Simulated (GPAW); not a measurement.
# K3Ge (Fm-3m) in GPAW: convergence with bands over the usual count

Aim: find how far bands over the usual count must go before the results for K3Ge settle, at RPBE. This setting moves, with any that are tied to it; all else stays.

All numbers are computed with GPAW 26.7.0; they aren't measurements. Logs are shortened: lines on timing, memory, paths and dates and some standing lists are left out, and cuts for length are marked. The log counts tension as positive stress, the text compression.

## 1. The crystal as given

The structure is cubic, space group Fm-3m (No. 225). The conventional cell has a = 8.622 Å, b = 8.622 Å, c = 8.622 Å, α = 90.00°, β = 90.00°, γ = 90.00°. Around Ge (site symmetry m-3m) lie 8 K at 3.73 Å. Around K (site symmetry m-3m) lie 8 K at 3.73 Å. Around K (site symmetry -43m) lie 4 K at 3.73 Å and 4 Ge at 3.73 Å.

The cell comes from a database or a generator and needn't be the stable form of this composition.

## 2. With bands over the usual count 0.72

Input file run.py:

```python
from ase.dft.bandgap import bandgap
from ase.io import read, write
from ase.units import GPa
from gpaw import GPAW, PW

atoms = read('POSCAR')

calc = GPAW(mode=PW(600),
            xc='RPBE',
            kpts={'size': (4, 4, 4), 'gamma': True},
            occupations={'name': 'fermi-dirac', 'width': 0.05},
            nbands=20,
            convergence={'density': 1e-05, 'energy': 1e-05},
            maxiter=100,
            txt='gpaw.txt')
atoms.calc = calc
energy = atoms.get_potential_energy()
forces = atoms.get_forces()
stress = atoms.get_stress()
calc.write('gs.gpw')
write('result.traj', atoms)
print(f'Energy: {energy:.6f} eV')
print('Forces (eV/A):')
print(forces.round(4))
print('Stress (GPa):', (stress / GPa).round(3))
print('Fermi level:', round(calc.get_fermi_level(), 4), 'eV')
print(f'Gap: {bandgap(calc)[0]:.4f} eV, direct: {bandgap(calc, direct=True)[0]:.4f} eV')
```

Input file POSCAR:

```
K3Ge
1.0
    0.0000000000      4.3110110000      4.3110110000
    4.3110110000      0.0000000000      4.3110110000
    4.3110110000      4.3110110000      0.0000000000
Ge K
1 3
Direct
    0.0000000000      0.0000000000      0.0000000000
    0.5000000000      0.5000000000      0.5000000000
    0.7500000000      0.7500000000      0.7500000000
    0.2500000000      0.2500000000      0.2500000000
```

Potentials or basis: the program's PAW data sets (release 1.2.1) made for this functional, pw.

Started as:

```
$ OMP_NUM_THREADS=1 python run.py
```

Run time: 26 s. Hardware: 1 thread of Intel Xeon Platinum 8259CL at 2.50GHz (Skylake/Cascade Lake), shared host; peak memory 0.21 GiB.

What came out:

```
Free energy            : -6.8536 eV
Pressure               : 0.8 GPa
Band gap on the k mesh : none (metal or under the smearing width)
```

## 3. With bands over the usual count 0.8

run.py, as its differences from that of step 2:

```diff
@@ -11,3 +11,3 @@
             occupations={'name': 'fermi-dirac', 'width': 0.05},
-            nbands=20,
+            nbands=22,
             convergence={'density': 1e-05, 'energy': 1e-05},
```

POSCAR is that of step 2.

Potentials or basis: the program's PAW data sets (release 1.2.1) made for this functional, pw.

Started as:

```
$ OMP_NUM_THREADS=1 python run.py
```

Run time: 26 s. Hardware: 1 thread of Intel Xeon Platinum 8259CL at 2.50GHz (Skylake/Cascade Lake), shared host; peak memory 0.21 GiB.

Results (log left out):

```
Free energy            : -6.8536 eV
Pressure               : 0.8 GPa
Band gap on the k mesh : none (metal or under the smearing width)
```

## 4. With bands over the usual count 0.9

run.py, as its differences from that of step 3:

```diff
@@ -11,3 +11,3 @@
             occupations={'name': 'fermi-dirac', 'width': 0.05},
-            nbands=22,
+            nbands=25,
             convergence={'density': 1e-05, 'energy': 1e-05},
```

POSCAR is that of step 3.

Started as:

```
$ OMP_NUM_THREADS=1 python run.py
```

Run time: 29 s. Hardware: 1 thread of Intel Xeon Platinum 8259CL at 2.50GHz (Skylake/Cascade Lake), shared host; peak memory 0.22 GiB.

The run converged. Its results:

```yaml
Free_energy: -6.8536 eV
Pressure: 0.8 GPa
Band_gap_on_the_k_mesh: none (metal or under the smearing width)
```

## 5. With bands over the usual count 1

run.py, as its differences from that of step 4:

```diff
@@ -11,3 +11,3 @@
             occupations={'name': 'fermi-dirac', 'width': 0.05},
-            nbands=25,
+            nbands=28,
             convergence={'density': 1e-05, 'energy': 1e-05},
```

POSCAR is that of step 4.

Started as:

```
$ OMP_NUM_THREADS=1 python run.py
```

Run time: 30 s. Hardware: 1 thread of Intel Xeon Platinum 8259CL at 2.50GHz (Skylake/Cascade Lake), shared host; peak memory 0.22 GiB.

The run converged. Its results:

- Free energy: -6.8536 eV
- Pressure: 0.8 GPa
- Band gap on the k mesh: none (metal or under the smearing width)

## 6. With bands over the usual count 1.3

run.py, as its differences from that of step 5:

```diff
@@ -11,3 +11,3 @@
             occupations={'name': 'fermi-dirac', 'width': 0.05},
-            nbands=28,
+            nbands=36,
             convergence={'density': 1e-05, 'energy': 1e-05},
```

POSCAR is that of step 5.

Potentials or basis: the program's PAW data sets (release 1.2.1) made for this functional, pw.

Started as:

```
$ OMP_NUM_THREADS=1 python run.py
```

Run time: 36 s. Hardware: 1 thread of Intel Xeon Platinum 8259CL at 2.50GHz (Skylake/Cascade Lake), shared host; peak memory 0.23 GiB.

The run converged. Its results:

```
Free energy            : -6.8536 eV
Pressure               : 0.8 GPa
Band gap on the k mesh : none (metal or under the smearing width)
```

## 7. With bands over the usual count 1.7

run.py, as its differences from that of step 6:

```diff
@@ -11,3 +11,3 @@
             occupations={'name': 'fermi-dirac', 'width': 0.05},
-            nbands=36,
+            nbands=47,
             convergence={'density': 1e-05, 'energy': 1e-05},
```

POSCAR is that of step 6.

Started as:

```
$ OMP_NUM_THREADS=1 python run.py
```

It took 45 s on 1 thread of Intel Xeon Platinum 8259CL at 2.50GHz (Skylake/Cascade Lake), shared host; peak memory 0.24 GiB.

Results (log left out):

```yaml
Free_energy: -6.8536 eV
Pressure: 0.8 GPa
Band_gap_on_the_k_mesh: none (metal or under the smearing width)
```

## 8. With bands over the usual count 2.5

run.py, as its differences from that of step 7:

```diff
@@ -11,3 +11,3 @@
             occupations={'name': 'fermi-dirac', 'width': 0.05},
-            nbands=47,
+            nbands=69,
             convergence={'density': 1e-05, 'energy': 1e-05},
```

POSCAR is that of step 7.

Potentials or basis: the program's PAW data sets (release 1.2.1) made for this functional, pw.

Started as:

```
$ OMP_NUM_THREADS=1 python run.py
```

gpaw.txt:

```text
__  _  _
 | _ |_)|_||  |
 |__||  | ||/\| - 26.7.0

Input parameters:
  mode=PW(ecut=600.0),
  convergence={'density': 1e-05, 'energy': 1e-05},
  kpts=MonkhorstPack(size=(4, 4, 4), gamma=True),
  maxiter=100,
  nbands=69,
  occupations=Occupations(name='fermi-dirac', width=0.05),
  xc=XC(name='RPBE')

Diagonalizing LCAO Hamiltonian
Converting LCAO to pw mode

                           K

                    K

              K

       Ge

Atoms  # Å, Bohr magnetons
|   | symbol |        x |        y |        z |    initial magnetic moments |
|---|--------|----------|----------|----------|-----------------------------|
| 0 |     Ge | 0.000000 | 0.000000 | 0.000000 | ( 0.0000,  0.0000,  0.0000) |
| 1 |      K | 4.311011 | 4.311011 | 4.311011 | ( 0.0000,  0.0000,  0.0000) |
| 2 |      K | 6.466516 | 6.466516 | 6.466516 | ( 0.0000,  0.0000,  0.0000) |
| 3 |      K | 2.155505 | 2.155505 | 2.155505 | ( 0.0000,  0.0000,  0.0000) |

Unit cell  # Å
| periodic |        x |        y |        z |  lengths |    angles |
|----------|----------|----------|----------|----------|-----------|
|      yes | 0.000000 | 4.311011 | 4.311011 | 6.096690 | 60.000000 |
|      yes | 4.311011 | 0.000000 | 4.311011 | 6.096690 | 60.000000 |
|      yes | 4.311011 | 4.311011 | 0.000000 | 6.096690 | 60.000000 |

Number of symmetries: 48
Symmetry operations  # r_c * U_cc + t_c -> r_c
|    | kind |            matrix            |
|----|------|------------------------------|
|  0 |  σ   |  1, 0, 0,  1, 0,-1,  1,-1, 0 |
|  1 |  C2  |  1, 0, 0,  1,-1, 0,  1, 0,-1 |
|  2 |  E   |  1, 0, 0,  0, 1, 0,  0, 0, 1 |
|  3 |  σ   |  1, 0, 0,  0, 0, 1,  0, 1, 0 |
|  4 |  C4  |  1, 0,-1,  1, 0, 0,  1,-1, 0 |
|  5 |  S6  |  1, 0,-1,  1,-1, 0,  1, 0, 0 |
|  6 |  σ   |  1, 0,-1,  0, 1,-1,  0, 0,-1 |
|  7 |  C3  |  1, 0,-1,  0, 0,-1,  0, 1,-1 |
|  8 |  S6  |  1,-1, 0,  1, 0, 0,  1, 0,-1 |
|  9 |  C4  |  1,-1, 0,  1, 0,-1,  1, 0, 0 |
| 10 |  C3  |  1,-1, 0,  0,-1, 1,  0,-1, 0 |
| 11 |  σ   |  1,-1, 0,  0,-1, 0,  0,-1, 1 |
| 12 |  σ   |  0, 1, 0,  1, 0, 0,  0, 0, 1 |
| 13 |  C4  |  0, 1, 0,  0, 1,-1, -1, 1, 0 |
| 14 |  C3  |  0, 1, 0,  0, 0, 1,  1, 0, 0 |
| 15 |  S6  |  0, 1, 0, -1, 1, 0,  0, 1,-1 |
| 16 |  C2  |  0, 1,-1,  1, 0,-1,  0, 0,-1 |
| 17 |  σ   |  0, 1,-1,  0, 1, 0, -1, 1, 0 |
| 18 |  S4  |  0, 1,-1,  0, 0,-1,  1, 0,-1 |
| 19 |  C4  |  0, 1,-1, -1, 1, 0,  0, 1, 0 |
| 20 |  C3  |  0, 0, 1,  1, 0, 0,  0, 1, 0 |
| 21 |  σ   |  0, 0, 1,  0, 1, 0,  1, 0, 0 |
| 22 |  S6  |  0, 0, 1,  0,-1, 1, -1, 0, 1 |
| 23 |  C4  |  0, 0, 1, -1, 0, 1,  0,-1, 1 |
| 24 |  S4  |  0, 0,-1,  1, 0,-1,  0, 1,-1 |
| 25 |  C3  |  0, 0,-1,  0, 1,-1,  1, 0,-1 |
| 26 |  C2  |  0, 0,-1,  0,-1, 0, -1, 0, 0 |
| 27 |  S6  |  0, 0,-1, -1, 0, 0,  0,-1, 0 |
| 28 |  S4  |  0,-1, 1,  1,-1, 0,  0,-1, 0 |
| 29 |  C4  |  0,-1, 1,  0, 0, 1, -1, 0, 1 |
| 30 |  C2  |  0,-1, 1,  0,-1, 0,  1,-1, 0 |
| 31 |  σ   |  0,-1, 1, -1, 0, 1,  0, 0, 1 |
| 32 |  C3  |  0,-1, 0,  1,-1, 0,  0,-1, 1 |
| 33 |  S6  |  0,-1, 0,  0, 0,-1, -1, 0, 0 |
| 34 |  S4  |  0,-1, 0,  0,-1, 1,  1,-1, 0 |
| 35 |  C2  |  0,-1, 0, -1, 0, 0,  0, 0,-1 |
| 36 |  C2  | -1, 1, 0,  0, 1, 0,  0, 1,-1 |
| 37 |  S6  | -1, 1, 0,  0, 1,-1,  0, 1, 0 |
| 38 |  S4  | -1, 1, 0, -1, 0, 1, -1, 0, 0 |
| 39 |  C3  | -1, 1, 0, -1, 0, 0, -1, 0, 1 |
| 40 |  S6  | -1, 0, 1,  0, 0, 1,  0,-1, 1 |
| 41 |  C2  | -1, 0, 1,  0,-1, 1,  0, 0, 1 |
| 42 |  C3  | -1, 0, 1, -1, 1, 0, -1, 0, 0 |
| 43 |  S4  | -1, 0, 1, -1, 0, 0, -1, 1, 0 |
| 44 |  C2  | -1, 0, 0,  0, 0,-1,  0,-1, 0 |
| 45 |  i   | -1, 0, 0,  0,-1, 0,  0, 0,-1 |
| 46 |  σ   | -1, 0, 0, -1, 1, 0, -1, 0, 1 |
| 47 |  C2  | -1, 0, 0, -1, 0, 1, -1, 1, 0 |

BZ-sampling:
  Number of BZ points: 64
  Number of IBZ points: 8

  Monkhorst-Pack size: [4, 4, 4]
  Monkhorst-Pack shift: [0.125, 0.125, 0.125]

K-points  # in reciprocal-cell coordinates
|   |                                coordinates |     weight |
|---|--------------------------------------------|------------|
| 0 | (  0.00000000,   0.00000000,   0.00000000) | 0.01562500 |
| 1 | (  0.25000000,   0.25000000,   0.00000000) | 0.09375000 |
| 2 | (  0.25000000,   0.25000000,   0.25000000) | 0.12500000 |
| 3 | (  0.50000000,   0.25000000,  -0.25000000) | 0.09375000 |
| 4 | (  0.50000000,   0.25000000,   0.25000000) | 0.18750000 |
| 5 | (  0.50000000,   0.50000000,   0.00000000) | 0.04687500 |
| 6 | (  0.50000000,   0.50000000,   0.25000000) | 0.37500000 |
| 7 | (  0.50000000,   0.50000000,   0.50000000) | 0.06250000 |

Plane wave coefficients: 5360
Cutoff: 600.0 eV

Spin-components: 1 (collinear spins)
Bands:           69
Projectors:      20
Spin-degeneracy: 2
Datatype:        complex128

Parallelization:
  kpt:    1
  domain: 1
  band:   1

Density:
  Valence electrons: 31.0
  Components: 1
  Grid points: [35 35 35]
  Charge: 0.0  # |e|

Potential:
  Grid points: [35 35 35]

species:
  Ge:
    name:    Germanium
    Z:       32.0
    valence: 4
    core:    28
    charge:  0.0  # [|e|]
    compensation charges:
      type: gauss
      rc: 0.32  # [Å]
      lmax: 2
    cutoffs:
      filter: 1.77  # [Å]
      core: 3.42  # [Å]
    projectors
    | kind |    occ | energy [eV] | rcut [Å] |
    |------|--------|-------------|----------|
    |   4s |  2.000 |     -11.662 |    1.005 |
    |   4p |  2.000 |      -3.859 |    1.005 |
    |    s |        |      15.549 |    1.005 |
    |    p |        |      23.352 |    1.005 |
    |    d |        |       0.000 |    1.005 |

    Using partial waves for Ge as LCAO basis

  K:
    name:    Potassium
    Z:       19.0
    valence: 9
    core:    10
    charge:  0.0  # [|e|]
    compensation charges:
      type: gauss
      rc: 0.35  # [Å]
      lmax: 2
    cutoffs:
      filter: 1.91  # [Å]
      core: 1.27  # [Å]
    projectors
    | kind |    occ | energy [eV] | rcut [Å] |
    |------|--------|-------------|----------|
    |   3s |  2.000 |     -35.407 |    1.122 |
    |   4s |  1.000 |      -2.277 |    1.122 |
    |   3p |  6.000 |     -18.838 |    1.106 |
    |    p |        |       8.374 |    1.106 |
    |    d |        |       0.000 |    0.937 |

    Using partial waves for K as LCAO basis

Reference energy: -106263.714002  # eV

eigensolver:
  PPCG
  Converge bands: occupied
  niter=2

density mixing:
  MSR1-Mixer
  Pratt-step length: 0.05
  Maximum mixing coefficient: 0.75
  Old densities: 10
  SVD Regularization: 0.005
  Good broyden scale: 1.0
  Trust region scale: 1.0
  Backstep threshold: 4.0
  History deletion threshold: 6.0
  Fourier metric: weight=20.0, sigma=0.015

occupation numbers:
  Fermi-Dirac:
    width: 0.0500  # eV

poisson solver:
  ecut: 4800.0  # eV

xc functional:
  name: RPBE with 2 nearest neighbor stencil

convergence criteria:
- Maximum integral of absolute [dens]ity change: 1e-05 electrons / valence electron
- Maximum [total energy] change in last 3 cyles: 1e-05 eV / valence electron
- Maximum integral of absolute [eigenst]ate change: 4e-08 eV^2 / valence electron
maximum number of iterations: 100

SCF iterations
|iter     | |      energy | eigst |  dens |
|---------|-|-------------|-------|-------|
|iter:   1| |   -7.900437 | +0.41 |       |
|iter:   2| |   -7.810046 | -1.48 | -1.08 |
|iter:   3| |   -6.929023 | -1.94 | -1.14 |
|iter:   4| |   -6.825694 | -3.06 | -1.46 |
|iter:   5| |   -6.813024 | -3.67 | -1.77 |
|iter:   6| |   -6.813183 | -4.94 | -2.57 |
|iter:   7| |   -6.813272c| -5.47 | -2.96 |
|iter:   8| |   -6.813273c| -7.31 | -3.95 |
|iter:   9| |   -6.813274c| -8.63c| -4.45 |
|iter:  10| |   -6.813274c| -9.40c| -5.49c|

Converged in 10 steps
Energy contributions relative to reference atoms: (reference = -106263.714002)

Energy contributions:
  Kinetic:          -4.653222
  Coulomb:           9.020578
  Zero:             -2.090624
  External:          0.000000
  Xc:               -9.049699
  Entropy:          -0.080614
  Spinorbit:         0.000000
  ----------------------------
  Free energy:      -6.853581
  Extrapolated:     -6.813274

dipole moment: (-28.120015, -28.120015, -28.120015)  # |e|*Ang

Fermi level: 2.763
Eigenvalues  # (at kpt = [0.000, 0.000, 0.000])
| band index |      eig [eV] | occ [0-2] |
|------------|---------------|-----------|
|          0 |       -29.363 |     2.000 |
|        ... |               |           |
|          5 |       -12.853 |     2.000 |
|          6 |       -12.029 |     2.000 |
|          7 |       -12.029 |     2.000 |
|          8 |       -12.029 |     2.000 |
|          9 |       -11.949 |     2.000 |
|         10 |       -11.949 |     2.000 |
|         11 |       -11.949 |     2.000 |
|         12 |        -4.098 |     2.000 |
|         13 |         2.835 |     0.388 |
|         14 |         2.835 |     0.388 |
|         15 |         2.835 |     0.388 |
|         16 |         2.850 |     0.302 |
|         17 |         5.255 |     0.000 |
|         18 |         5.255 |     0.000 |
|         19 |         5.960 |     0.000 |
|         20 |         5.960 |     0.000 |
|        ... |               |           |
|         68 |        23.211 |     0.000 |

No gap
No difference between direct/indirect transitions

Forces  # eV/Ang
|        x |       y |        z |
|----------|---------|----------|
|  0.00000 | 0.00000 |  0.00000 |  # Ge   0
|  0.00000 | 0.00000 |  0.00000 |  # K    1
| -0.00000 | 0.00000 | -0.00000 |  # K    2
| -0.00000 | 0.00000 |  0.00000 |  # K    3

Stress tensor  # eV/Ang^3
|         x |         y |         z |
|-----------|-----------|-----------|
| -0.004840 | -0.000000 |  0.000000 |
| -0.000000 | -0.004840 |  0.000000 |
|  0.000000 |  0.000000 | -0.004840 |

# Writing to gs.gpw (mode='')
```

stdout:

```text
Energy: -6.813274 eV
Forces (eV/A):
[[ 0.  0.  0.]
 [ 0.  0.  0.]
 [-0.  0. -0.]
 [-0.  0.  0.]]
Stress (GPa): [-0.776 -0.776 -0.776  0.     0.    -0.   ]
Fermi level: 2.7634 eV
Gap: 0.0000 eV, direct: 0.0000 eV
```

Wall time 66 s (1 thread of Intel Xeon Platinum 8259CL at 2.50GHz (Skylake/Cascade Lake), shared host); peak memory 0.26 GiB.

Results:

- Free energy: -6.8536 eV
- Pressure: 0.8 GPa
- Band gap on the k mesh: none (metal or under the smearing width)

## 9. Summary

```tsv
bands over the usual count	energy less the tightest run, at zero smearing (meV/atom)	SCF cycles	CPU time (s)	peak memory (GiB)
0.72	0.00	10	26	0.21
0.8	0.00	10	26	0.21
0.9	0.00	10	29	0.22
1	0.00	10	30	0.22
1.3	0.00	10	36	0.23
1.7	0.00	10	45	0.24
2.5	0.00	10	66	0.26
```

Against the tightest run, the energy stays within 1 meV/atom from 0.72 on. The tightest run that finished is the yardstick and may itself not be fully converged.
